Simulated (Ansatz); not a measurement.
# CH4ClFOSTi: up Jacob's ladder to CCSD(T)

The task here is to estimate one member of a computed series from the others.

Program: Ansatz 0.2.0, Gaussian basis. Level of theory: functionals in def2-TZVPP, the program's frozen cores in correlated methods. These are calculated values, not measurements.

Plan: PBE-D4, r2SCAN-D4, PBE0-D4, B3LYP-D4, ωB97X-V, ωB97M-V, B2PLYP; CCSD(T)/def2-TZVPP; MP2/def2-QZVPP; extrapolation to the limit.

### The relaxed structure

An earlier PBE0-D4 in a triple-zeta def2 set relaxation fixed the geometry.

SMILES `C[O][Ti]([F])([SH])[Cl]`, 10 atoms, charge 0, spin multiplicity 1.

Atoms are counted from 1 here; the program's logs count them from 0.

Bond lengths: C1–O2 1.395 Å, C1–H7 1.093 Å, C1–H8 1.093 Å, C1–H9 1.093 Å, O2–Ti3 1.727 Å, Ti3–F4 1.756 Å, Ti3–S5 2.281 Å, Ti3–Cl6 2.203 Å, S5–H10 1.348 Å. Angles: O2–C1–H7 109.6°, O2–C1–H8 109.8°, O2–C1–H9 109.2°, H7–C1–H8 109.6°, H7–C1–H9 109.3°, H8–C1–H9 109.3°, C1–O2–Ti3 173.1°, O2–Ti3–F4 112.4°, O2–Ti3–S5 103.8°, O2–Ti3–Cl6 110.5°, F4–Ti3–S5 110.0°, F4–Ti3–Cl6 109.3°, S5–Ti3–Cl6 110.7°, Ti3–S5–H10 91.4°.

Set-up of the first run:

in.yaml

```yaml
crystal:
  periodic: [false, false, false]
  atoms:
    - {symbol: C, position_ang: [0.612919, -1.390839, -1.292740]}
    - {symbol: O, position_ang: [0.230856, -0.450000, -0.335922]}
    - {symbol: Ti, position_ang: [-0.272857, 0.553117, 0.976380]}
    - {symbol: F, position_ang: [0.975757, 0.737255, 2.197210]}
    - {symbol: S, position_ang: [-0.700735, 2.564588, -0.010610]}
    - {symbol: Cl, position_ang: [-2.093091, -0.257959, 1.914910]}
    - {symbol: H, position_ang: [-0.131005, -2.189861, -1.339513]}
    - {symbol: H, position_ang: [1.586067, -1.812267, -1.029985]}
    - {symbol: H, position_ang: [0.681729, -0.904345, -2.268700]}
    - {symbol: H, position_ang: [-0.889640, 3.150321, 1.188980]}
basis:
  gaussian: {orbitals: def2-TZVPP}
hamiltonian: {xc: pbe, dispersion: d4}
output: {forces: true, orbitals: {seedname: orbitals}}
```

Command:

```sh
$ ansatz run in.yaml --threads 2 --pin off --events-out ev --progress --plain --max-ram 32768MiB --backend cuda --devices 0, --max-vram 18GiB
```

Steps of the session up to this table: PBE-D4 (GGA); r2SCAN-D4 (meta-GGA); PBE0-D4 (hybrid); B3LYP-D4 (hybrid); ωB97X-V (range-separated); ωB97M-V (range-separated); B2PLYP (double hybrid).

One table of the session follows, with a row left open; its other results are not shown here.

```
functional  HOMO (eV)  LUMO (eV)  gap (eV)
    PBE-D4      -6.57      -3.35      3.22
 r2SCAN-D4      -6.88      -3.32      3.55
   PBE0-D4      -7.80      -2.50      5.30
  B3LYP-D4          ?          ?         ?
   ωB97X-V     -10.10      -0.38      9.72
   ωB97M-V      -9.94      -0.37      9.57
```

Q: Estimate the row for B3LYP-D4 from the others.

**Answer.** HOMO (eV): -7.55; LUMO (eV): -2.74; gap (eV): 4.82. In the column «HOMO (eV)» it lies between PBE0-D4 (-7.80) and r2SCAN-D4 (-6.88).
